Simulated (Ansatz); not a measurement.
**AlBrClHO: two geometries relaxed**

Aim: relax the geometries before and after the reaction (1,2-elimination), and see whether they are two minima and how far apart in energy. Meant to form: H4–Br2; to break: Al1–Br2, H4–O3. The start is a guess near the saddle point, from which both ends are pulled out.

Program: Ansatz 0.2.0. Level of theory: RKS CAM-B3LYP/def2-SVP. These are calculated values, not measurements.

### 1 Starting point

Bond lengths: Al1–Br2 2.812 Å, Al1–O3 1.631 Å, Al1–Cl5 2.007 Å. Angles: Br2–Al1–O3 84.0°, Br2–Al1–Cl5 121.2°, O3–Al1–Cl5 154.8°.

As a file:

```xyz
5

Al   -0.1206    0.4080    0.5863
Br    1.3387   -0.9896   -1.3698
O    -1.4178   -0.1164   -0.2522
H    -0.6054   -0.6897   -1.0380
Cl    0.8050    1.3879    2.0737
```

### 2 Pulling towards end A

Springs on the bonds that form and break draw the guess towards this end; the thresholds are loose.

File input.yaml:

```yaml
crystal:
  periodic: [false, false, false]
  atoms:
    - { symbol: Al, position_ang: [-0.1206, 0.408, 0.5863] }
    - { symbol: Br, position_ang: [1.3387, -0.9896, -1.3698] }
    - { symbol: O, position_ang: [-1.4178, -0.1164, -0.2522] }
    - { symbol: H, position_ang: [-0.6054, -0.6897, -1.038] }
    - { symbol: Cl, position_ang: [0.805, 1.3879, 2.0737] }
basis:
  gaussian: { orbitals: def2-SVP }
hamiltonian:
  xc: cam_b3lyp
relax:
  f_tol: 0.15
  max_steps: 25
  restrain:
    - { distance: [3, 1], at: 2.81, k: 30.0 }
    - { distance: [0, 1], at: 2.41, k: 30.0 }
    - { distance: [3, 2], at: 0.97, k: 30.0 }
```

The run is started by

```bash
$ ansatz run input.yaml --threads 2 --pin off --max-ram 3072MiB --backend cpu --events-out ev --progress --plain --runs-dir out
```

Log, cut to the lines that bear on the results:

```text
Warning: RAYON_NUM_THREADS=2 ignored (pool sized by the plan → 2); use --threads N
[...]
Functional definition: CAM-B3LYP
[...]
864 factors; integrals over basis functions are off by at most 2.7e-4 eV
262 factors; integrals over basis functions are off by at most 1.0e-6 eV
[...]
mean field -91218.84595785 eV, -3352.2307585967 hartree, gradient 5.1e-5 eV, S^2 0.000000; 0 other end points of the search recorded, 0 dependent functions left out
[...]
reference -91218.84607194 eV, -3352.2307627891 hartree; 37, 37 occupied and 50, 50 virtual orbitals, 864 factors
relax step   1: F+E_penalty+E_count = -91218.84595785 eV  Δ(F+E_penalty+E_count) = +0.000e0 eV  max|allowed force component| = 2.656e0 eV/Å  E_restraint = 13.72038245 eV  max|allowed force component, restraints' pulls added| = 3.205e1 eV/Å  Δτ_max = 0.0000 Å  (27 SCF iters, accepted)
[...]
relax step   7: F+E_penalty+E_count = -91221.23638283 eV  Δ(F+E_penalty+E_count) = -1.393e-4 eV  max|allowed force component| = 1.029e0 eV/Å  E_restraint = 0.03860836 eV  max|allowed force component, restraints' pulls added| = 9.181e-1 eV/Å  Δτ_max = 0.0868 Å  (30 SCF iters, rejected (line search))
[...]
relax step   8: F+E_penalty+E_count = -91221.25138718 eV  Δ(F+E_penalty+E_count) = -1.514e-2 eV  max|allowed force component| = 9.485e-1 eV/Å  E_restraint = 0.04010260 eV  max|allowed force component, restraints' pulls added| = 6.940e-2 eV/Å  Δτ_max = 0.0434 Å  (27 SCF iters, accepted)
  distance H 3 - Br 1 = 2.8265 Å
  distance Al 0 - Br 1 = 2.3610 Å
  distance H 3 - O 2 = 0.9712 Å
864 factors; integrals over basis functions are off by at most 4.4e-4 eV
262 factors; integrals over basis functions are off by at most 8.0e-7 eV
[...]
mean field -91221.25138718 eV, -3352.3191564940 hartree, gradient 4.8e-5 eV, S^2 0.000000; 1 other end points of the search recorded, 0 dependent functions left out
[...]
reference -91221.25149925 eV, -3352.3191606125 hartree; 37, 37 occupied and 50, 50 virtual orbitals, 864 factors
Total energy: -91221.25149925 eV, -3352.3191606125 hartree
Atom 0 at     0.188674     0.239119     0.364713 Å, force     0.948549    -0.697558    -0.944784 eV/Å
Atom 1 at     1.625609    -0.856524    -1.154868 Å, force    -0.401245     0.658099     0.928425 eV/Å
Atom 2 at    -1.357216    -0.105256    -0.211764 Å, force    -0.029142     0.007463    -0.039467 eV/Å
Atom 3 at    -1.188216    -0.632099    -1.009970 Å, force    -0.518362     0.026038     0.044778 eV/Å
Atom 4 at     0.731050     1.354960     2.011890 Å, force     0.000200     0.005958     0.011047 eV/Å
Dipole moment:    -0.040539     0.002359    -0.010510 e Å
```

Wall time 12 s (2 threads of Intel Xeon 6975P-C (Granite Rapids), shared host); peak memory 0.23 GiB.

The steps of the relaxation:

| step | energy from step 1 (eV) | largest force component (eV/Å) |
| --- | --- | --- |
| 1 | 0.0000 | 2.6563 |
| 2 | -1.0245 | 2.8693 |
| 3 | -1.7628 | 2.1533 |
| 4 | -2.3599 | 1.3349 |
| 5 | -2.3953 | 1.2591 |
| 6 | -2.3903 | 1.2406 |
| 7x | -2.3904 | 1.0291 |
| 8 | -2.4054 | 0.9485 |

Step 1 is the start. 1 step was tried and not accepted (marked x). Energies and forces in the table leave out the springs, which the log lists apart; the run stops on the force with the springs' pull added.

After: Bond lengths: Al1–Br2 2.361 Å, Al1–O3 1.685 Å, O3–H4 0.971 Å, Al1–Cl5 2.062 Å. Angles: Br2–Al1–O3 104.1°, Br2–Al1–Cl5 127.2°, O3–Al1–Cl5 128.7°, Al1–O3–H4 103.4°.

Pairs that crossed the distance rule for bonds on the way: came closer O3–H4.

### 3 Relaxing end A

It starts where the restrained run ended.

File input.yaml:

```yaml
crystal:
  periodic: [false, false, false]
  atoms:
    - { symbol: Al, position_ang: [0.188674, 0.239119, 0.364713] }
    - { symbol: Br, position_ang: [1.625609, -0.856524, -1.154868] }
    - { symbol: O, position_ang: [-1.357216, -0.105256, -0.211764] }
    - { symbol: H, position_ang: [-1.188216, -0.632099, -1.00997] }
    - { symbol: Cl, position_ang: [0.73105, 1.35496, 2.01189] }
basis:
  gaussian: { orbitals: def2-SVP }
hamiltonian:
  xc: cam_b3lyp
relax:
  f_tol: 0.03
  max_steps: 50
```

The run is started by

```bash
$ ansatz run input.yaml --threads 2 --pin off --max-ram 3072MiB --backend cpu --events-out ev --progress --plain --runs-dir out
```

Log, cut to the lines that bear on the results:

```text
Warning: RAYON_NUM_THREADS=2 ignored (pool sized by the plan → 2); use --threads N
[...]
[... 1 set-up line as earlier in the session ...]
[...]
861 factors; integrals over basis functions are off by at most 2.9e-4 eV
262 factors; integrals over basis functions are off by at most 8.0e-7 eV
[...]
mean field -91221.25139026 eV, -3352.3191566072 hartree, gradient 7.4e-5 eV, S^2 0.000000; 0 other end points of the search recorded, 0 dependent functions left out
[...]
reference -91221.25150218 eV, -3352.3191607200 hartree; 37, 37 occupied and 50, 50 virtual orbitals, 861 factors
relax step   1: F+E_penalty+E_count = -91221.25139026 eV  Δ(F+E_penalty+E_count) = +0.000e0 eV  max|allowed force component| = 9.485e-1 eV/Å  Δτ_max = 0.0000 Å  (26 SCF iters, accepted)
[...]
861 factors; integrals over basis functions are off by at most 3.3e-4 eV
262 factors; integrals over basis functions are off by at most 1.2e-6 eV
[...]
mean field -91221.57127606 eV, -3352.3309121933 hartree, gradient 6.2e-5 eV, S^2 0.000000; 1 other end points of the search recorded, 0 dependent functions left out
[...]
reference -91221.57138748 eV, -3352.3309162881 hartree; 37, 37 occupied and 50, 50 virtual orbitals, 861 factors
Total energy: -91221.57138748 eV, -3352.3309162881 hartree
Atom 0 at     0.303724     0.133992     0.214076 Å, force    -0.009845     0.005828     0.007197 eV/Å
Atom 1 at     1.978094    -0.751577    -0.973899 Å, force    -0.006133     0.000899     0.001063 eV/Å
Atom 2 at    -1.307835    -0.084561    -0.201929 Å, force     0.009376    -0.016027    -0.023830 eV/Å
Atom 3 at    -1.680324    -0.573637    -0.939041 Å, force     0.002013     0.010004     0.015773 eV/Å
Atom 4 at     0.706242     1.275983     1.900795 Å, force     0.004590    -0.000705    -0.000203 eV/Å
Dipole moment:    -0.193425    -0.197879    -0.300468 e Å
```

It took 11 s on 2 threads of Intel Xeon 6975P-C (Granite Rapids), shared host; peak memory 0.23 GiB.

Relaxation path:

| step | energy from step 1 (eV) | largest force component (eV/Å) |
| --- | --- | --- |
| 1 | 0.0000 | 0.9485 |
| 2 | -0.2015 | 0.5484 |
| 3 | -0.2410 | 0.7851 |
| 4 | -0.2932 | 1.2631 |
| 5 | -0.3173 | 0.2812 |
| 6 | -0.3175 | 0.3706 |
| 7 | -0.3199 | 0.0238 |

Step 1 is the start.

After: Bond lengths: Al1–Br2 2.236 Å, Al1–O3 1.679 Å, O3–H4 0.960 Å, Al1–Cl5 2.076 Å. Angles: Br2–Al1–O3 122.4°, Br2–Al1–Cl5 120.3°, O3–Al1–Cl5 117.3°, Al1–O3–H4 129.0°.

### 4 A restrained relaxation towards end B

Springs on the bonds that form and break draw the guess towards this end; the thresholds are loose.

File input.yaml:

```yaml
crystal:
  periodic: [false, false, false]
  atoms:
    - { symbol: Al, position_ang: [-0.1206, 0.408, 0.5863] }
    - { symbol: Br, position_ang: [1.3387, -0.9896, -1.3698] }
    - { symbol: O, position_ang: [-1.4178, -0.1164, -0.2522] }
    - { symbol: H, position_ang: [-0.6054, -0.6897, -1.038] }
    - { symbol: Cl, position_ang: [0.805, 1.3879, 2.0737] }
basis:
  gaussian: { orbitals: def2-SVP }
hamiltonian:
  xc: cam_b3lyp
relax:
  f_tol: 0.15
  max_steps: 25
  restrain:
    - { distance: [3, 1], at: 1.51, k: 30.0 }
    - { distance: [0, 1], at: 3.71, k: 30.0 }
    - { distance: [3, 2], at: 2.27, k: 30.0 }
```

The run is started by

```bash
$ ansatz run input.yaml --threads 2 --pin off --max-ram 3072MiB --backend cpu --events-out ev --progress --plain --runs-dir out
```

Log:

```text
Warning: RAYON_NUM_THREADS=2 ignored (pool sized by the plan → 2); use --threads N
The last accepted step is kept in <dir> (removed where the run ends without a failure and the disk answers)
Engine: ansatz 0.2.0, x86_64-unknown-linux-gnu
[... 1 set-up line as earlier in the session ...]
  parameter alpha = 0.19
  parameter beta = 0.46
  parameter omega = 0.33/bohr
  parameter ac = 0.81
  exchange = (1 - alpha - beta)*b88_x + beta*b88_x_sr(omega) + alpha*exact_x + beta*exact_x_lr(omega)
  correlation = (1 - ac)*vwn5_c + ac*lyp_c
864 factors; integrals over basis functions are off by at most 2.7e-4 eV
262 factors; integrals over basis functions are off by at most 1.0e-6 eV
mean field evaluation 1: about -91212.8405 eV, gradient 5.5e1 eV
mean field evaluation 2: about -91192.4111 eV, gradient 1.1e2 eV
mean field evaluation 4: about -91218.7936 eV, gradient 4.7e0 eV
mean field evaluation 8: about -91218.8459 eV, gradient 5.4e-2 eV
mean field evaluation 16: about -91218.8460 eV, gradient 5.1e-5 eV
mean field -91218.84595785 eV, -3352.2307585967 hartree, gradient 5.1e-5 eV, S^2 0.000000; 0 other end points of the search recorded, 0 dependent functions left out
the calculation of the forces begins
reference -91218.84607194 eV, -3352.2307627891 hartree; 37, 37 occupied and 50, 50 virtual orbitals, 864 factors
relax step   1: F+E_penalty+E_count = -91218.84595785 eV  Δ(F+E_penalty+E_count) = +0.000e0 eV  max|allowed force component| = 2.656e0 eV/Å  E_restraint = 30.69391735 eV  max|allowed force component, restraints' pulls added| = 3.096e1 eV/Å  Δτ_max = 0.0000 Å  (27 SCF iters, accepted)
  distance H 3 - Br 1 = 1.9949 Å
  distance Al 0 - Br 1 = 2.8123 Å
  distance H 3 - O 2 = 1.2673 Å
these checks for a lower state are left out or cut short: starts, cluster_reference, orbital_swaps, neighbouring_geometries, increment
864 factors; integrals over basis functions are off by at most 3.2e-4 eV
262 factors; integrals over basis functions are off by at most 1.2e-6 eV
mean field -91217.60300438 eV, -3352.1850808990 hartree, gradient 8.5e-5 eV, S^2 0.000000; 0 other end points of the search recorded, 0 dependent functions left out
the calculation of the forces begins
reference -91217.60312038 eV, -3352.1850851620 hartree; 37, 37 occupied and 50, 50 virtual orbitals, 864 factors
relax step   2: F+E_penalty+E_count = -91217.60300438 eV  Δ(F+E_penalty+E_count) = +1.243e0 eV  max|allowed force component| = 2.443e0 eV/Å  E_restraint = 14.85206943 eV  max|allowed force component, restraints' pulls added| = 2.347e1 eV/Å  Δτ_max = 0.1966 Å  (34 SCF iters, accepted)
  distance H 3 - Br 1 = 1.8357 Å
  distance Al 0 - Br 1 = 3.0858 Å
  distance H 3 - O 2 = 1.5669 Å
these checks for a lower state are left out or cut short: starts, cluster_reference, orbital_swaps, neighbouring_geometries, increment
864 factors; integrals over basis functions are off by at most 5.5e-4 eV
262 factors; integrals over basis functions are off by at most 1.3e-6 eV
mean field -91217.34093107 eV, -3352.1754498826 hartree, gradient 1.5e-5 eV, S^2 0.000000; 0 other end points of the search recorded, 0 dependent functions left out
the calculation of the forces begins
reference -91217.34104848 eV, -3352.1754541973 hartree; 37, 37 occupied and 50, 50 virtual orbitals, 864 factors
relax step   3: F+E_penalty+E_count = -91217.34093107 eV  Δ(F+E_penalty+E_count) = +2.621e-1 eV  max|allowed force component| = 2.313e0 eV/Å  E_restraint = 5.36133887 eV  max|allowed force component, restraints' pulls added| = 1.408e1 eV/Å  Δτ_max = 0.1950 Å  (38 SCF iters, accepted)
  distance H 3 - Br 1 = 1.6662 Å
  distance Al 0 - Br 1 = 3.2884 Å
  distance H 3 - O 2 = 1.8760 Å
these checks for a lower state are left out or cut short: starts, cluster_reference, orbital_swaps, neighbouring_geometries, increment
864 factors; integrals over basis functions are off by at most 9.6e-4 eV
262 factors; integrals over basis functions are off by at most 1.4e-6 eV
mean field evaluation 32: about -91217.5130 eV, gradient 4.5e-1 eV
mean field -91217.52009012 eV, -3352.1820338562 hartree, gradient 6.5e-6 eV, S^2 0.000000; 0 other end points of the search recorded, 0 dependent functions left out
the calculation of the forces begins
reference -91217.52020853 eV, -3352.1820382077 hartree; 37, 37 occupied and 50, 50 virtual orbitals, 864 factors
relax step   4: F+E_penalty+E_count = -91217.52009012 eV  Δ(F+E_penalty+E_count) = -1.792e-1 eV  max|allowed force component| = 1.351e0 eV/Å  E_restraint = 0.56658610 eV  max|allowed force component, restraints' pulls added| = 3.845e0 eV/Å  Δτ_max = 0.1961 Å  (35 SCF iters, accepted)
  distance H 3 - Br 1 = 1.5080 Å
  distance Al 0 - Br 1 = 3.5420 Å
  distance H 3 - O 2 = 2.1723 Å
these checks for a lower state are left out or cut short: starts, cluster_reference, orbital_swaps, neighbouring_geometries, increment
864 factors; integrals over basis functions are off by at most 1.1e-3 eV
262 factors; integrals over basis functions are off by at most 1.6e-6 eV
mean field -91217.54689050 eV, -3352.1830187520 hartree, gradient 8.2e-6 eV, S^2 0.000000; 0 other end points of the search recorded, 0 dependent functions left out
the calculation of the forces begins
reference -91217.54700961 eV, -3352.1830231293 hartree; 37, 37 occupied and 50, 50 virtual orbitals, 864 factors
relax step   5: F+E_penalty+E_count = -91217.54689050 eV  Δ(F+E_penalty+E_count) = -2.680e-2 eV  max|allowed force component| = 1.034e0 eV/Å  E_restraint = 0.01294012 eV  max|allowed force component, restraints' pulls added| = 1.388e-1 eV/Å  Δτ_max = 0.1480 Å  (34 SCF iters, accepted)
  distance H 3 - Br 1 = 1.4830 Å
  distance Al 0 - Br 1 = 3.7025 Å
  distance H 3 - O 2 = 2.2611 Å
864 factors; integrals over basis functions are off by at most 1.1e-3 eV
262 factors; integrals over basis functions are off by at most 1.6e-6 eV
mean field -91217.54689050 eV, -3352.1830187520 hartree, gradient 8.2e-6 eV, S^2 0.000000; 1 other end points of the search recorded, 0 dependent functions left out
the calculation of the forces begins
reference -91217.54700961 eV, -3352.1830231293 hartree; 37, 37 occupied and 50, 50 virtual orbitals, 864 factors
Total energy: -91217.54700961 eV, -3352.1830231293 hartree
Atom 0 at    -0.543581     0.661044     0.932945 Å, force     0.220913    -0.066568    -0.084151 eV/Å
Atom 1 at     1.346329    -1.189243    -1.658035 Å, force    -1.034082     0.227733     0.273379 eV/Å
Atom 2 at    -1.637701     0.034854    -0.044559 Å, force     0.089571    -0.156968    -0.223650 eV/Å
Atom 3 at    -0.086914    -0.937196    -1.372250 Å, force     0.737647    -0.070907    -0.061987 eV/Å
Atom 4 at     0.921767     1.430740     2.141899 Å, force    -0.014049     0.066711     0.096409 eV/Å
Dipole moment:     0.240990     0.373651     0.559426 e Å
```

Run time: 7.9 s. Hardware: 2 threads of Intel Xeon 6975P-C (Granite Rapids), shared host; peak memory 0.23 GiB.

Relaxation path:

| step | energy from step 1 (eV) | largest force component (eV/Å) |
| --- | --- | --- |
| 1 | 0.0000 | 2.6563 |
| 2 | 1.2430 | 2.4432 |
| 3 | 1.5050 | 2.3132 |
| 4 | 1.3259 | 1.3508 |
| 5 | 1.2991 | 1.0341 |

Step 1 is the start. Energies and forces in the table leave out the springs, which the log lists apart; the run stops on the force with the springs' pull added.

After: Bond lengths: Al1–O3 1.595 Å, Br2–H4 1.483 Å, Al1–Cl5 2.050 Å. Angles: O3–Al1–Cl5 177.7°.

Pairs that crossed the distance rule for bonds on the way: came closer Br2–H4; moved apart Al1–Br2.

### 5 End point B

It starts where the restrained run ended.

File input.yaml:

```yaml
crystal:
  periodic: [false, false, false]
  atoms:
    - { symbol: Al, position_ang: [-0.543581, 0.661044, 0.932945] }
    - { symbol: Br, position_ang: [1.346329, -1.189243, -1.658035] }
    - { symbol: O, position_ang: [-1.637701, 0.034854, -0.044559] }
    - { symbol: H, position_ang: [-0.086914, -0.937196, -1.37225] }
    - { symbol: Cl, position_ang: [0.921767, 1.43074, 2.141899] }
basis:
  gaussian: { orbitals: def2-SVP }
hamiltonian:
  xc: cam_b3lyp
relax:
  f_tol: 0.03
  max_steps: 50
```

The run is started by

```bash
$ ansatz run input.yaml --threads 2 --pin off --max-ram 3072MiB --backend cpu --events-out ev --progress --plain --runs-dir out
```

Log, cut to the lines that bear on the results:

```text
Warning: RAYON_NUM_THREADS=2 ignored (pool sized by the plan → 2); use --threads N
[...]
[... 1 set-up line as earlier in the session ...]
[...]
863 factors; integrals over basis functions are off by at most 3.5e-4 eV
265 factors; integrals over basis functions are off by at most 9.5e-7 eV
[...]
mean field -91217.54689109 eV, -3352.1830187734 hartree, gradient 5.0e-5 eV, S^2 0.000000; 0 other end points of the search recorded, 0 dependent functions left out
[...]
reference -91217.54701077 eV, -3352.1830231718 hartree; 37, 37 occupied and 50, 50 virtual orbitals, 863 factors
relax step   1: F+E_penalty+E_count = -91217.54689109 eV  Δ(F+E_penalty+E_count) = +0.000e0 eV  max|allowed force component| = 1.034e0 eV/Å  Δτ_max = 0.0000 Å  (28 SCF iters, accepted)
[...]
864 factors; integrals over basis functions are off by at most 5.6e-4 eV
265 factors; integrals over basis functions are off by at most 1.2e-6 eV
[...]
mean field -91221.57132891 eV, -3352.3309141358 hartree, gradient 7.1e-5 eV, S^2 0.000000; 1 other end points of the search recorded, 0 dependent functions left out
[...]
reference -91221.57143962 eV, -3352.3309182041 hartree; 37, 37 occupied and 50, 50 virtual orbitals, 864 factors
Total energy: -91221.57143962 eV, -3352.3309182041 hartree
Atom 0 at     0.300344     0.136833     0.217237 Å, force     0.005862    -0.004975    -0.007037 eV/Å
Atom 1 at     1.991805    -0.734921    -0.956951 Å, force    -0.005182     0.000625     0.000624 eV/Å
Atom 2 at    -1.304358    -0.095223    -0.214604 Å, force     0.000130    -0.001288    -0.002158 eV/Å
Atom 3 at    -1.670667    -0.586122    -0.952984 Å, force    -0.001376    -0.000360    -0.000338 eV/Å
Atom 4 at     0.682777     1.279633     1.907302 Å, force     0.000565     0.005999     0.008909 eV/Å
Dipole moment:    -0.193301    -0.197682    -0.299924 e Å
```

Run time: 25 s. Hardware: 2 threads of Intel Xeon 6975P-C (Granite Rapids), shared host; peak memory 0.23 GiB.

The steps of the relaxation:

| step | energy from step 1 (eV) | largest force component (eV/Å) |
| --- | --- | --- |
| 1 | 0.0000 | 1.0339 |
| 2 | -0.1446 | 0.4178 |
| 3 | -0.2826 | 1.6749 |
| 4 | -0.6608 | 3.3702 |
| 5 | -1.5699 | 4.0390 |
| 6 | -2.5250 | 2.3023 |
| 7 | -3.2492 | 1.2599 |
| 8 | -3.6538 | 0.9504 |
| 9 | -3.8483 | 0.9999 |
| 10x | -3.6932 | 3.4885 |
| 11 | -3.9308 | 0.3870 |
| 12 | -3.9798 | 0.2607 |
| 13 | -4.0133 | 0.2261 |
| 14 | -4.0202 | 0.1889 |
| 15 | -4.0239 | 0.1264 |
| 16 | -4.0244 | 0.0089 |

Step 1 is the start. 1 step was tried and not accepted (marked x).

After: Bond lengths: Al1–Br2 2.236 Å, Al1–O3 1.678 Å, O3–H4 0.959 Å, Al1–Cl5 2.076 Å. Angles: Br2–Al1–O3 122.3°, Br2–Al1–Cl5 120.2°, O3–Al1–Cl5 117.5°, Al1–O3–H4 129.3°.

Pairs that crossed the distance rule for bonds on the way: came closer Al1–Br2, O3–H4; moved apart Br2–H4.

### 6 What came out

| quantity | value |
| --- | --- |
| end A | 6 moves, 0.320 eV lower |
| end B | 14 moves, 4.024 eV lower |
| largest difference between the ends | 0.00 Å |
| end B relative to end A | -0.000 eV |

**Reading.** Both starts fell into the same minimum (no atom differs by more than 0.00 Å), so from this start no second minimum was found and no band was run; another arrangement could still be one.
